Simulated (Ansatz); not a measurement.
# HfIn4SiO6 (P1) in Ansatz: a series of runs, part 2 of 2

Ansatz 0.2.0. Earlier steps stand in the parts before.

## Step 3: Projected density of states, PBE+U

Input file input:

```
crystal:
  lattice:
    - [5.69867, 0.00381, 0.01559]
    - [-0.70506, 6.10815, -0.00575]
    - [-2.73718, -1.39557, 6.63076]
  atoms:
    - { symbol: Hf, position: [0.11793, 0.01556, 0.13292] }
    - { symbol: In, position: [0.38842, 0.99901, 0.72891] }
    - { symbol: In, position: [0.75865, 0.00842, 0.49586] }
    - { symbol: In, position: [0.23461, 0.48841, 0.533] }
    - { symbol: In, position: [0.59649, 0.48211, 0.20528] }
    - { symbol: Si, position: [0.86778, 0.44029, 0.85544] }
    - { symbol: O, position: [0.55316, 0.38738, 0.7929] }
    - { symbol: O, position: [0.93454, 0.38483, 0.65596] }
    - { symbol: O, position: [0.98414, 0.26218, 0.00347] }
    - { symbol: O, position: [0.99083, 0.69806, 0.98452] }
    - { symbol: O, position: [0.08665, 0.06493, 0.39374] }
    - { symbol: O, position: [0.4868, 0.10883, 0.21799] }
hamiltonian:
  xc: pbe
  pseudopotentials: { kind: paw }
  hubbard: { sites: [{ species: Hf, l: d, u_eff: 6.0 }] }
kpoints:
  mp_grid: { grid: [5, 5, 4] }
scf:
  occupations: { method: fermi_dirac, width: 0.05 }
  n_extra_bands: 30
output:
  forces: true
  stress: true
  eigenvalues: true
  dos: { projected: true, de: 0.05, nscf_kmesh: { grid: [8, 8, 6] } }
  write_density: true
  write_potential: true
  elf: true
  volumetric_format: npy
```

Potentials or basis: Ansatz PAW.

The program printed:

```text
Hf: projections on atomic orbitals take those of the free atom [Kr 4d10] 4f14 5s2 5p6 5d2 6s2, of charge +0.00 (hamiltonian.pseudopotentials.projection_atoms); the dataset's partial waves leave at most 4.9e-5 of an orbital's norm unspanned inside its sphere
In: projections on atomic orbitals take those of the free atom [Kr] 4d10 5s2 5p1, of charge +0.00 (hamiltonian.pseudopotentials.projection_atoms); the dataset's partial waves leave at most 3.8e-6 of an orbital's norm unspanned inside its sphere
[... 103 lines left out ...]
  k-point 50: bands = ["-55.8250", "-24.6696", "-24.6348", "-24.6105", "-12.4122", "-11.3006", "-11.1156", "-11.0767", "-10.5124", "-10.3728", "-6.6353", "-6.6212", "-6.5788", "-6.5648", "-6.5431", "-6.5207", "-6.5050", "-6.4830", "-6.4566", "-6.4302", "-6.2748", "-6.2686", "-6.2525", "-6.2330", "-6.2243", "-6.1904", "-6.1614", "-6.1485", "-6.1279", "-6.0863", "-5.6952", "-5.6893", "-5.6811", "-5.6711", "-5.6594", "-5.6500", "-5.6181", "-0.6481", "0.9449", "1.1357", "1.5716", "1.6538", "2.0251", "2.3305", "2.8465", "3.1145", "3.2770", "3.5058", "3.6997", "3.8747", "3.9726", "4.3488", "4.5401", "4.6823", "4.8483", "4.9909", "5.4047", "6.6366", "6.7681", "9.5063", "9.6757", "10.1095", "10.3031", "11.1236", "11.7316", "12.1570", "12.2980", "12.5332", "12.8551", "12.8975", "13.3052", "13.8099", "13.9848", "14.2273", "14.4827", "14.6951", "15.4138", "15.5434", "16.0045", "16.1732", "16.8312", "17.0665", "17.3120", "17.6204", "17.8685", "18.1435", "18.4802", "18.7592", "18.9836"]
Occupation matrices written to <dir>
```

Run time: 27 s. Hardware: 1 × NVIDIA H100 80GB HBM3 with 2 threads of AMD EPYC 7R13 (Zen 3), shared host; peak memory 3 GiB.

What came out:

| Quantity | Value |
| --- | --- |
| Free energy | -42155.2342 eV |
| Pressure | 1.1 GPa |
| Largest force | 0.793 eV/Å |
| Band gap on the k mesh | 0.84 eV, indirect (least direct gap 1.20 eV) |

Forces on the atoms (eV/Å):
```
Hf  -0.217 -0.328 -0.318
In   0.023  0.052 -0.100
In   0.052  0.088 -0.067
In  -0.033 -0.049  0.051
In   0.023 -0.069  0.007
Si   0.070  0.004  0.207
O   -0.048  0.001 -0.036
O    0.012 -0.001 -0.033
O   -0.204  0.570 -0.307
O   -0.048 -0.535 -0.331
O   -0.339  0.024  0.676
O    0.711  0.244  0.252
```

Levels at points of the mesh, in eV from the valence-band top:
```tsv
k point	band 55	band 56	band 57	band 58	band 59	band 60	band 61	band 62	band 63	band 64
(0.00, 0.00, 0.00)	-2.92	-2.61	-1.88	-0.56	0.00	1.20	2.15	2.22	3.23	3.47
(0.00, 0.00, -0.50)	-2.66	-2.62	-2.44	-0.64	-0.16	1.39	1.87	2.43	2.74	3.50
```

States per cell in windows of 1 eV (zero at the valence-band top; states under -8 eV left out):
```
from (eV)  total  O 2p  In 5p  Hf 5d  In 5s  Si 3p  O 2s
     -8.0   0.15  0.09   0.01   0.01   0.03   0.02  0.00
     -7.0   5.82  3.53   0.31   0.24   1.09   0.41  0.08
     -6.0   5.99  3.60   0.52   0.24   1.13   0.25  0.11
     -5.0   8.93  6.85   0.79   0.51   0.31   0.12  0.09
     -4.0  10.08  8.41   0.55   0.38   0.40   0.05  0.07
     -3.0   6.39  4.73   0.61   0.08   0.81   0.02  0.05
     -2.0   2.06  0.70   0.48   0.03   0.78   0.01  0.04
     -1.0   2.59  0.64   0.68   0.03   1.15   0.01  0.03
      0.0   0.06  0.01   0.04   0.00   0.00   0.00  0.01
      1.0   3.28  0.33   2.32   0.06   0.24   0.01  0.17
      2.0   4.28  0.45   3.02   0.14   0.29   0.03  0.16
      3.0   3.82  0.35   2.16   0.36   0.54   0.05  0.12
      4.0   7.09  0.66   1.96   2.94   0.28   0.19  0.21
      5.0   7.41  0.76   2.53   2.24   0.28   0.23  0.25
      6.0   5.60  0.47   2.49   0.86   0.19   0.17  0.19
      7.0   5.02  0.37   1.94   0.33   0.10   0.45  0.15
```

Eigenvalues of the final occupation matrices:
```tsv
site	spin	trace	eigenvalues
site 1	1	0.96	0.15 0.16 0.20 0.22 0.23
```

Caveat: odd divisions of the mesh miss points on the zone boundary, where band edges often lie, so the gap on the mesh can be too wide; the pressure holds a Pulay correction of +0.3 GPa for the finite cutoff; spin-orbit coupling is left out, which moves the levels of the heavy elements.

## Step 4: Projected density of states, PBE+U

input: that of step 3 with these lines changed.

```diff
@@ -21,3 +21,3 @@
   pseudopotentials: { kind: paw }
-  hubbard: { sites: [{ species: Hf, l: d, u_eff: 6.0 }] }
+  hubbard: { sites: [{ species: Hf, l: d, u_eff: 8.0 }] }
 kpoints:
@@ -32,5 +32 @@
   dos: { projected: true, de: 0.05, nscf_kmesh: { grid: [8, 8, 6] } }
-  write_density: true
-  write_potential: true
-  elf: true
-  volumetric_format: npy
```

Wall time 29 s (1 × NVIDIA H100 80GB HBM3 with 2 threads of AMD EPYC 7R13 (Zen 3), shared host); peak memory 2.7 GiB.

It converged, with:

| Property | Result |
| --- | --- |
| Free energy | -42153.7257 eV |
| Pressure | 1.5 GPa |
| Largest force | 1.113 eV/Å |
| Band gap on the k mesh | 0.82 eV, indirect (least direct gap 1.21 eV) |

Forces in eV/Å, atoms in the order of the input:
```
Hf  -0.303 -0.456 -0.449
In   0.031  0.070 -0.136
In   0.072  0.121 -0.092
In  -0.046 -0.067  0.070
In   0.032 -0.093  0.009
Si   0.096  0.009  0.285
O   -0.067  0.000 -0.050
O    0.017 -0.002 -0.047
O   -0.285  0.803 -0.430
O   -0.067 -0.756 -0.466
O   -0.477  0.032  0.952
O    0.998  0.341  0.354
```

Stress tensor (GPa, compression positive):
```
 1.65  0.09 -0.07
 0.09  1.26  0.21
-0.07  0.21  1.67
```

Levels at points of the mesh, in eV from the valence-band top:
| k point | band 57 | band 58 | band 59 | band 60 | band 61 | band 62 |
| --- | --- | --- | --- | --- | --- | --- |
| (0.00, 0.00, 0.00) | -1.88 | -0.56 | 0.00 | 1.21 | 2.15 | 2.21 |
| (0.00, 0.00, -0.50) | -2.43 | -0.65 | -0.16 | 1.39 | 1.87 | 2.42 |

States per cell in windows of 1 eV (zero at the valence-band top; states under -8 eV left out):
```csv
from (eV),total,O 2p,In 5p,Hf 5d,In 5s,Si 3p,O 2s
-8.0,0.08,0.05,0.00,0.00,0.01,0.01,0.00
-7.0,5.77,3.50,0.31,0.21,1.10,0.41,0.08
-6.0,6.00,3.60,0.52,0.21,1.16,0.26,0.11
-5.0,8.61,6.60,0.79,0.45,0.32,0.13,0.09
-4.0,10.11,8.44,0.55,0.38,0.38,0.05,0.07
-3.0,6.63,5.00,0.60,0.09,0.77,0.02,0.05
-2.0,2.16,0.76,0.49,0.03,0.80,0.01,0.04
-1.0,2.63,0.66,0.69,0.03,1.16,0.01,0.03
0.0,0.06,0.01,0.04,0.00,0.00,0.00,0.01
1.0,3.22,0.32,2.28,0.05,0.24,0.01,0.17
2.0,4.25,0.45,3.02,0.12,0.29,0.03,0.16
3.0,3.55,0.33,2.09,0.22,0.52,0.05,0.11
4.0,5.40,0.40,2.12,1.42,0.32,0.16,0.20
5.0,8.85,0.87,2.49,3.47,0.25,0.28,0.25
6.0,6.08,0.53,2.45,1.21,0.20,0.17,0.20
7.0,5.04,0.37,1.92,0.41,0.10,0.42,0.15
```

Eigenvalues of the final occupation matrices:
```tsv
site	spin	trace	eigenvalues
site 1	1	0.90	0.14 0.14 0.19 0.21 0.22
```

Caveat: odd divisions of the mesh miss points on the zone boundary, where band edges often lie, so the gap on the mesh can be too wide; the pressure holds a Pulay correction of +0.3 GPa for the finite cutoff; spin-orbit coupling is left out, which moves the levels of the heavy elements; forces of over 1 eV/Å show positions far from the minimum, so gaps and moduli don't describe the material at rest.

## Step 5: Summary

| U | gap on the mesh (eV) | pressure (GPa) | largest force (eV/Å) |
| --- | --- | --- | --- |
| Hf d U = 4 eV | 0.86 | 0.7 | 0.50 |
| Hf d U = 6 eV | 0.84 | 1.1 | 0.79 |
| Hf d U = 8 eV | 0.82 | 1.5 | 1.11 |

Alike in all rows: task projected density of states; level PBE+U; potentials or basis Ansatz PAW; no spin polarisation; cell as given; k mesh 5 × 5 × 4; cutoff (eV) 420; smearing fermi-dirac 0.05 eV.

On the cell as given the gap runs from 0.82 eV (PBE+U) to 0.86 eV (PBE+U).

Caveats: odd divisions of the mesh miss points on the zone boundary, where band edges often lie, so the gap on the mesh can be too wide; spin-orbit coupling is left out, which moves the levels of the heavy elements; forces of over 1 eV/Å show positions far from the minimum, so gaps and moduli don't describe the material at rest (some runs).

Total energies depend on the potentials used, so only differences within one code and one set of settings carry meaning.
